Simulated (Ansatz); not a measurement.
**GaCN+ (doublet): from Hartree-Fock to the top rungs, cc-pVTZ**

One table from this session's results is given with a row withheld; the runs are named, their logs left out.

Method: cc-pVTZ, core rule «outside noble gas», up to 16 orbitals frozen; program: Ansatz 0.2.0, Gaussian basis.

Plan: UHF; CCSD(T) on ROHF; CCSD(T) on UHF; BCCD(T) on ROHF; CCSDT(Q) on ROHF; CCSDT(Q) on UHF.

3 further runs of the same task are left out: 2 for a known fault of the program, 1 set aside as unsound or not needed.

## The system

The geometry is a PBE0/def2-TZVP stationary point (not a proven minimum) of the parent state, kept for this charge and spin. No spin-orbit coupling is included. The filled d shell of Ga may be among the frozen orbitals whatever the setting's name suggests; the logs give the count.

3 atoms, charge 1, spin multiplicity 2.

Atoms are counted from 1 here; the program's logs count them from 0.

Bond lengths: C1–N2 1.175 Å, N2–Ga3 1.947 Å. Angles: C1–N2–Ga3 180.0°.

The first run:

File in.yaml:

```yaml
crystal:
  periodic: [false, false, false]
  atoms:
    - {symbol: C, position_ang: [0.000000, 0.000000, -1.432467]}
    - {symbol: N, position_ang: [0.000000, 0.000000, -0.257167]}
    - {symbol: Ga, position_ang: [0.000000, 0.000000, 1.689633]}
basis:
  gaussian: {orbitals: cc-pVTZ}
total_charge: 1
magnetization: {spin_polarized: true, initial_magnetization: 1}
hamiltonian: {xc: hf}
output: {orbitals: {seedname: orbitals}}
```

On the command line:

```console
$ ansatz run in.yaml --threads 1 --pin off --events-out ev --progress --plain --max-ram 4096MiB --backend cpu
```

Steps of the session up to this table: UHF; CCSD(T) on ROHF; CCSD(T) on UHF; BCCD(T) on ROHF; CCSDT(Q) on ROHF; CCSDT(Q) on UHF.

One table of the session follows, with a row left open; its other results are not shown here.

| method | from RCCSDT(Q) (kJ/mol) |
| --- | --- |
| RMP2 | +70.1 |
| UMP2 | +83.6 |
| RCCSD | +72.5 |
| UCCSD | +70.8 |
| RCCSD(T) | ? |
| UCCSD(T) | +6.8 |
| BCCD(T) | +7.5 |
| RCCSDT | +6.5 |
| UCCSDT | +5.7 |
| RCCSDT(Q) | 0 |
| UCCSDT(Q) | -1.5 |

**Question.** Estimate the row for RCCSD(T).

**Answer.** from RCCSDT(Q) (kJ/mol): +7.3. In the column «from RCCSDT(Q) (kJ/mol)» it lies between UCCSD(T) (+6.8) and BCCD(T) (+7.5).

Left out of the table: ROHF, UHF (another determinant or state than the rows shown).

Limits of these values: The report flags that the cluster equations may have other roots. The program flags RCCSD(T), UCCSD(T), BCCD(T), RCCSDT(Q), UCCSDT(Q) as in doubt, so the zero of the table is itself unsure. Warnings: coupled cluster took another determinant than the lowest; large T1 diagnostic. Restricted and unrestricted rows rest on different reference determinants; where their highest levels disagree by more than a few hundredths of an eV, they describe different states and don't form one ladder.
